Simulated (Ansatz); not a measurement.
# C₂H₂Se: ionisation energy by level of theory

One table from this session's results is given with a row withheld; the runs are named, their logs left out.

The runs use Ansatz 0.2.0, Gaussian basis; unrestricted cation, the program's frozen cores in correlated methods.

Levels to be run: UKS PBE-D4/def2-TZVPP; UKS r2SCAN-D4/def2-TZVPP; UKS PBE0-D4/def2-TZVPP; UKS B3LYP-D4/def2-TZVPP; UKS wB97X-V/def2-TZVPP; UKS wB97M-V/def2-TZVPP; UKS B2PLYP/def2-TZVPP; UHF-CCSD(T)/def2-TZVPP; UHF-MP2/def2-QZVPP; extrapolation to the limit; then −ε(HOMO) from the neutral's earlier runs with LDA (SPW92), PBE-D4, revPBE-D4, BLYP-D4, r2SCAN-D4, B97M-V, PBE0-D4, B3LYP-D4, r2SCANh-D4, r2SCAN0-D4, HSE06-D4, BHLYP-D4, CAM-B3LYP-D4, LC-ωPBE, ωB97X-V, ωB97M-V.

## The geometry

An earlier PBE0-D4 in a triple-zeta def2 set relaxation fixed the geometry.

SMILES `C1=C[Se]1`, 5 atoms, charge 0, spin multiplicity 1.

Atoms are counted from 1 here; the program's logs count them from 0.

Bond lengths: C1–C2 1.271 Å, C1–Se3 1.981 Å, C1–H4 1.075 Å, C2–Se3 1.981 Å, C2–H5 1.075 Å. Angles: C2–C1–Se3 71.3°, C2–C1–H4 150.9°, Se3–C1–H4 137.8°, C1–C2–Se3 71.3°, C1–C2–H5 150.9°, Se3–C2–H5 137.8°, C1–Se3–C2 37.4°.

Geometry (Å):

```xyz
5
charge 0, multiplicity 1
C    -0.5043   -0.2855   -0.3143
C     0.3716    0.5108    0.1483
Se    0.7950   -1.3248    0.7606
H    -1.3917   -0.4740   -0.8913
H     0.7794    1.4999    0.2554
```

The first run:

Input file in.yaml:

```yaml
crystal:
  periodic: [false, false, false]
  atoms:
    - {symbol: C, position_ang: [-0.504252, -0.285482, -0.314334]}
    - {symbol: C, position_ang: [0.371553, 0.510789, 0.148279]}
    - {symbol: Se, position_ang: [0.794951, -1.324835, 0.760649]}
    - {symbol: H, position_ang: [-1.391705, -0.474040, -0.891343]}
    - {symbol: H, position_ang: [0.779353, 1.499866, 0.255449]}
basis:
  gaussian: {orbitals: def2-TZVPP}
total_charge: 1
magnetization: {spin_polarized: true, initial_magnetization: 1}
hamiltonian: {xc: pbe, dispersion: d4}
```

Run with:

```
ansatz run in.yaml --threads 2 --pin off --events-out ev --progress --plain --max-ram 4352MiB
```

Among the steps run: Cation, UKS PBE-D4/def2-TZVPP; Cation, UKS r2SCAN-D4/def2-TZVPP; Cation, UKS PBE0-D4/def2-TZVPP; Cation, UKS B3LYP-D4/def2-TZVPP; Cation, UKS wB97X-V/def2-TZVPP; Cation, UKS wB97M-V/def2-TZVPP; Cation, UKS B2PLYP (frozen core)/def2-TZVPP; Cation, UHF-CCSD(T)/def2-TZVPP; Cation, UHF-MP2/def2-QZVPP.

One table of the session follows, with a row left open; its other results are not shown here.

Orbital estimates, from the neutral's runs:

```
  functional  −ε(HOMO) (eV)
 LDA (SPW92)           4.60
      PBE-D4           4.45
   revPBE-D4           4.40
     BLYP-D4           4.30
   r2SCAN-D4           4.63
      B97M-V           4.71
     PBE0-D4           5.56
    B3LYP-D4           5.34
  r2SCANh-D4           5.04
  r2SCAN0-D4           5.67
    HSE06-D4           5.16
    BHLYP-D4           6.52
CAM-B3LYP-D4              ?
     LC-ωPBE           8.23
     ωB97X-V           7.85
     ωB97M-V           7.72
```

Q: Estimate the row for CAM-B3LYP-D4 from the others.

The run gave: −ε(HOMO) (eV): 6.86. In the column «−ε(HOMO) (eV)» it lies between BHLYP-D4 (6.52) and ωB97M-V (7.72).
